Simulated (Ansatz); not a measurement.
# AgCl2+ (SMILES [Ag+].ClCl): Born-Oppenheimer dynamics

The task is to watch the atoms for 30 steps of 0.5 fs, started with velocities for 700 K and run with a Langevin thermostat.

The runs use Ansatz 0.2.0, Gaussian basis; PBE0-D4/def2-SVP.

### 1 The starting structure

The start, a pair relaxed at PBE0-D4: SMILES `[Ag+].ClCl`, 3 atoms, charge 1, spin multiplicity 1.

Atoms are counted from 1 here; the program's logs count them from 0.

Bond lengths: Ag1–Cl3 2.517 Å, Cl2–Cl3 1.987 Å. Angles: Ag1–Cl3–Cl2 104.1°.

Geometry (Å):

```csv
atom,x (Å),y (Å),z (Å)
Ag1,0.05481,-0.05122,-1.94704
Cl2,-0.64810,0.60625,1.48778
Cl3,0.59339,-0.55503,0.45925
```

### 2 Dynamics

File md/in.yaml:

```yaml
crystal:
  periodic: [false, false, false]
  atoms:
    - {symbol: Ag, position_ang: [0.054806, -0.051218, -1.947035]}
    - {symbol: Cl, position_ang: [-0.648096, 0.606252, 1.487784]}
    - {symbol: Cl, position_ang: [0.593389, -0.555034, 0.459251]}
basis:
  gaussian: {orbitals: def2-SVP}
total_charge: 1
hamiltonian: {xc: pbe0, dispersion: d4}
md: {n_steps: 30, timestep: 0.5, temperature: 700, ensemble: nvt_langevin, seed: 517, friction: 0.01, initial_velocities: maxwell_boltzmann}
```

On the command line:

```console
$ ansatz run in.yaml --threads 2 --pin off --events-out ev --progress --plain --max-ram 5222MiB
```

**Question.** What will these runs give? Wanted: temperature at the start; mean temperature, second half; lowest and highest potential energy, from the first frame; largest change of potential + kinetic.

**Answer**, as computed:

```
                                                 quantity              value
                                                   length  30 steps, 15.0 fs
                                 temperature at the start              467 K
                            mean temperature, second half              428 K
lowest and highest potential energy, from the first frame      -2 and 23 meV
                    largest change of potential + kinetic           78.1 meV
```

In words: The thermostat trades energy with the molecule, so the sum of potential and kinetic energy isn't conserved: it changes by +5 meV over the run. The mean temperature of the second half is still well below the 700 K set. The instant temperature ranges from 325 to 673 K, as energy passes between motion and strain. The molecule keeps its bonds. Under Langevin the temperature counts 3N degrees of freedom, more than the drawn velocities fill, so it starts at 467 K, not 700 K.
